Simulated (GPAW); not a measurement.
Ti3Se:

```
Se Ti
1.0
     3.19745    0.00000    0.00000
    -1.59872    2.76907    0.00000
     0.00000    0.00000    7.94275
Se Ti
1 3
Cartesian
  0.0000 0.0000 0.0000
  1.5987 0.9230 3.9714
  0.0000 1.8460 6.1390
  0.0000 1.8460 1.8038
```

The cell comes from a database or a generator and needn't be the stable form of this composition.

Base run:

| Item | Value |
| --- | --- |
| Program | GPAW 26.7.0 |
| Functional | PBEsol |
| Potentials or basis | PAW data sets generated in the run's folder for this functional |
| Cutoff | 600 eV |
| Basis | pw |
| k mesh | 7 × 7 × 3 |
| Occupations | fermi-dirac, width 0.05 eV |
| Spin | no spin polarisation |
| Hubbard terms | Ti d U = 4 eV |

Its results: pressure -0.2 GPa; largest force 0.198 eV/Å.

Question: The run is repeated on the same cell with these changes: hubbard terms from Ti d U = 4 eV to Ti d U = 6 eV. What comes out?

Answer: Pressure 2.3 GPa; largest force 0.245 eV/Å.

Caveats: U without spin polarisation on a metal has little footing.
